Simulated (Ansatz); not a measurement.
# CH2F2Si (SMILES C=[Si](F)F): functionals against CCSD(T) at one geometry

One table from this session's results is given with a row withheld; the runs are named, their logs left out.

Method: single points in def2-TZVPP; program: Ansatz 0.2.0, Gaussian basis.

Cores are frozen in the correlated methods.

**The system as given**

SMILES `C=[Si](F)F`, 6 atoms, charge 0, spin multiplicity 1.

Atoms are counted from 1 here; the program's logs count them from 0.

Bond lengths: C1–Si2 1.996 Å, C1–H5 0.858 Å, C1–H6 1.015 Å, Si2–F3 1.610 Å, Si2–F4 1.486 Å. Angles: Si2–C1–H5 106.8°, Si2–C1–H6 110.5°, H5–C1–H6 136.6°, C1–Si2–F3 120.1°, C1–Si2–F4 134.7°, F3–Si2–F4 104.9°.

Coordinates:

```mol
CH2F2Si
  3D, bonds by distance, orders not assigned

  6  5  0  0  0  0  0  0  0  0999 V2000
   -0.2945    1.1526   -0.1393 C   0  0
    0.1596   -0.7864   -0.0012 Si  0  0
    1.2214   -1.2909    1.0982 F   0  0
   -0.1665   -1.9958   -0.8001 F   0  0
   -0.0784    1.5123    0.6095 H   0  0
   -1.0009    1.3025   -0.8527 H   0  0
  1  2  8  0
  1  5  8  0
  1  6  8  0
  2  3  8  0
  2  4  8  0
M  END
```

The first run:

run/in.yaml reads:

```yaml
crystal:
  periodic: [false, false, false]
  atoms:
    - {symbol: C, position_ang: [-0.294500, 1.152600, -0.139300]}
    - {symbol: Si, position_ang: [0.159600, -0.786400, -0.001200]}
    - {symbol: F, position_ang: [1.221400, -1.290900, 1.098200]}
    - {symbol: F, position_ang: [-0.166500, -1.995800, -0.800100]}
    - {symbol: H, position_ang: [-0.078400, 1.512300, 0.609500]}
    - {symbol: H, position_ang: [-1.000900, 1.302500, -0.852700]}
basis:
  gaussian: {orbitals: def2-TZVPP}
correlation: {method: ccsd_t}
output: {forces: true}
```

No record of the launch command was kept for these runs.

Steps of the session up to this table: CCSD(T)/def2-TZVPP; PBE0-D4/def2-TZVPP; wB97M-V/def2-TZVPP; r2SCAN-D4/def2-TZVPP; PBE-D4/def2-TZVPP; LC-wPBE/def2-TZVPP; wB97X-V/def2-TZVPP.

One table of the session follows, with a row left open; its other results are not shown here.

| method | RMS force component (eV/Å) | angle to CCSD(T) forces (°) | dipole (D) |
| --- | --- | --- | --- |
| CCSD(T) | 5.972 | reference | 0.95 |
| PBE0-D4 | 5.989 | 0.8 | 1.09 |
| wB97M-V | ? | ? | ? |
| r2SCAN-D4 | 5.946 | 0.6 | 1.06 |
| PBE-D4 | 6.012 | 2.6 | 1.00 |
| LC-wPBE | 6.105 | 2.2 | 1.34 |
| wB97X-V | 6.067 | 1.4 | 1.24 |

**Question.** Estimate the row for wB97M-V.

The run gave: RMS force component (eV/Å): 5.956; angle to CCSD(T) forces (°): 1.3; dipole (D): 1.21. In the column «RMS force component (eV/Å)» it lies between r2SCAN-D4 (5.946) and CCSD(T) (5.972).
